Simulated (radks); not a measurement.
# Yb⁴²⁺ in [Ne] 3s1 3p6 3d10 4s1: an all-electron calculation

Aim: the levels, the sizes of the orbitals and the parts of the energy of the ytterbium ion Yb42+.

Program: radks (a radial shooting solver on a logarithmic mesh, Libxc functionals) version 1. Level of theory: Dirac Kohn-Sham, PBE, spin-unpolarised, spherical densities, point nucleus. These are calculated values, not measurements, unless marked.

### Step 1. What is computed

| Quantity | Value |
| --- | --- |
| element | ytterbium (Z = 70) |
| charge | +42 |
| electrons | 28 |
| configuration | [Ne] 3s1 3p6 3d10 4s1 |

The outer shells:

Yb⁴²⁺
```
[Ne] core
3s [↑ ]
3p [↑↓][↑↓][↑↓]
3d [↑↓][↑↓][↑↓][↑↓][↑↓]
4s [↑ ]
```

### Step 2. The calculation

Input:

```text
Z 70
configuration [Ne] 3s1 3p6 3d10 4s1
relativity Dirac
functional pbe,pbe
spin unpolarised
j_filling energy
nucleus point
c 137.035999084
```

**Question.** What will this run give?

As calculated:

```
                        quantity                    value
                    total energy      -12836.5224 hartree
exchange-correlation share of it                   1.70 %
                            −T/E                   1.1181
          highest occupied level        4s1/2, -2084.8 eV
    most extended occupied level  4s1/2, <r> = 0.419 bohr
 radius at density 0.001 e/bohr³               0.930 bohr
    maxima of the radial density                        3
```

**Reading.** 4 principal shells are occupied and 3 maxima appear in the radial density; where shells overlap, one shows as a shoulder or not at all. Relativity lifts −T/E to 1.118. This is not the tabulated ground configuration, so its levels and sizes aren't those of the ground state, and no measured value stands beside it.
